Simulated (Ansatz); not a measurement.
# Si2N2H8: small, medium and large basis sets

An exercise on one series of results from a longer session: the logs are not shown, and one member is left open.

Program: Ansatz 0.2.0, Gaussian basis. Level of theory: one geometry, several basis sets. These are calculated values, not measurements.

The runs, in order: PBE0-D4/def2-SVP; ωB97M-V/def2-SVP; PBE0-D4/def2-QZVPP; ωB97M-V/def2-QZVPP; the functionals' def2-TZVPP values are taken from earlier runs.

## The relaxed structure

An earlier PBE0-D4 in a triple-zeta def2 set relaxation fixed the geometry.

12 atoms, charge 0, spin multiplicity 1.

Atoms are counted from 1 here; the program's logs count them from 0.

Bond lengths: N1–N2 1.433 Å, N1–H5 1.015 Å, N1–H6 1.015 Å, N2–Si3 1.727 Å, N2–Si4 1.730 Å, Si3–H7 1.483 Å, Si3–H8 1.491 Å, Si3–H9 1.491 Å, Si4–H10 1.487 Å, Si4–H11 1.487 Å, Si4–H12 1.487 Å. Angles: N2–N1–H5 109.9°, N2–N1–H6 109.9°, H5–N1–H6 108.3°, N1–N2–Si3 117.6°, N1–N2–Si4 110.1°, Si3–N2–Si4 132.2°, N2–Si3–H7 108.9°, N2–Si3–H8 110.2°, N2–Si3–H9 110.2°, H7–Si3–H8 110.3°, H7–Si3–H9 110.3°, H8–Si3–H9 107.0°, N2–Si4–H10 111.2°, N2–Si4–H11 111.2°, N2–Si4–H12 106.8°, H10–Si4–H11 108.3°, H10–Si4–H12 109.6°, H11–Si4–H12 109.6°.

The first run:

The input, in.yaml:

```yaml
crystal:
  periodic: [false, false, false]
  atoms:
    - {symbol: N, position_ang: [-1.105944, 0.953020, -0.619598]}
    - {symbol: N, position_ang: [-0.090427, 0.087743, -0.097703]}
    - {symbol: Si, position_ang: [-0.113442, -0.243578, 1.596675]}
    - {symbol: Si, position_ang: [0.958898, -0.433904, -1.369866]}
    - {symbol: H, position_ang: [-2.022964, 0.559127, -0.436034]}
    - {symbol: H, position_ang: [-1.051942, 1.860330, -0.168304]}
    - {symbol: H, position_ang: [1.013648, -1.151131, 1.923352]}
    - {symbol: H, position_ang: [-1.410192, -0.871433, 1.981565]}
    - {symbol: H, position_ang: [0.003040, 1.025230, 2.371559]}
    - {symbol: H, position_ang: [1.633793, 0.721392, -2.018370]}
    - {symbol: H, position_ang: [0.208445, -1.182900, -2.412182]}
    - {symbol: H, position_ang: [1.977088, -1.323896, -0.751104]}
basis:
  gaussian: {orbitals: def2-SVP}
hamiltonian: {xc: pbe0, dispersion: d4}
output: {orbitals: {seedname: orbitals}}
```

The run is started by

```sh
$ ansatz run in.yaml --threads 4 --pin off --events-out ev --progress --plain --max-ram 10444MiB
```

Steps of the session up to this table: PBE0-D4 in def2-SVP; ωB97M-V in def2-SVP; PBE0-D4 in def2-QZVPP; ωB97M-V in def2-QZVPP.

One of the session's tables, all rows but one given; the rest of the session is left out.

| functional | basis | HOMO (eV) | LUMO (eV) |
| --- | --- | --- | --- |
| PBE0-D4 | def2-SVP | -7.15 | 0.51 |
| PBE0-D4 | def2-TZVPP | -7.27 | 0.04 |
| PBE0-D4 | def2-QZVPP | -7.29 | -0.11 |
| ωB97M-V | def2-SVP | -9.41 | 2.37 |
| ωB97M-V | def2-TZVPP | -9.56 | 1.67 |
| ωB97M-V | def2-QZVPP | ? | ? |

Q: Estimate the row for ωB97M-V, def2-QZVPP from the others.

**Answer.** HOMO (eV): -9.59; LUMO (eV): 1.36. In the column «HOMO (eV)» it is the lowest.
